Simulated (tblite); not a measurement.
# C7H15NOSi: the cost of one run

The runs use tblite 0.8.0 and PySCF 2.14.0, with density-fitted response routines of our own; the level of theory stands in each step. All values are computed, except where a source is named. Atoms are numbered from 0 throughout.

### 1 The molecule as given

25 atoms, charge 0, multiplicity 1; geometry from: force field or distance geometry start.

Bonds of the start (Å): C0–C1 1.53, C1–C2 1.51, C2–N3 1.44, N3–Si4 1.76, Si4–C5 1.88, C5–C6 1.52, C6–C7 1.49, C7–O8 1.39, N3–C9 1.43, C9–C0 1.53, O8–Si4 1.72, C0–H10 1.10, C0–H11 1.09, C1–H12 1.09, C1–H13 1.11, C2–H14 1.11, C2–H15 1.11, Si4–H16 1.46, C5–H17 1.10, C5–H18 1.09, C6–H19 1.11, C6–H20 1.12, C7–H21 1.10, C7–H22 1.12, C9–H23 1.11, C9–H24 1.12.

### 2 Optimising the geometry with GFN2-xTB

What the job is given:

```
{"job": {"kind": "relax", "xc": "GFN2-xTB", "basis": "xTB"}, "charge": 0, "multiplicity": 1}
C      3.032300    -0.730200     0.208900
C      2.736100     0.670600     0.754000
C      1.334500     1.012600     0.320800
N      0.789800    -0.293900     0.070300
Si    -0.814900    -0.327600    -0.641500
C     -1.912800     1.094300    -0.089700
C     -3.012500     0.292800     0.582400
C     -2.981500    -1.087500     0.018800
O     -1.696200    -1.602200     0.114900
C      1.827800    -0.887400    -0.721900
H      2.910600    -1.508300     0.979600
H      3.981400    -0.782600    -0.320500
H      3.487400     1.366400     0.372600
H      2.832200     0.622100     1.857600
H      0.796700     1.564100     1.120700
H      1.360100     1.650300    -0.582100
H     -0.822400    -0.431900    -2.100400
H     -1.387600     1.759900     0.612500
H     -2.361800     1.638900    -0.920500
H     -2.940900     0.344400     1.686900
H     -3.967400     0.808700     0.296100
H     -3.292100    -1.162000    -1.037000
H     -3.636900    -1.764200     0.627500
H      1.645400    -1.938300    -1.015800
H      2.081700    -0.284700    -1.627500
```

Run with:

```
> OMP_NUM_THREADS=1 python probes_run.py task.json out
```

The driver reads the jobs from task.json and runs them one after another.

Q: Estimate the wall time of this first job on 1 thread of Arm Neoverse V2, shared host.

About 1.2 s.
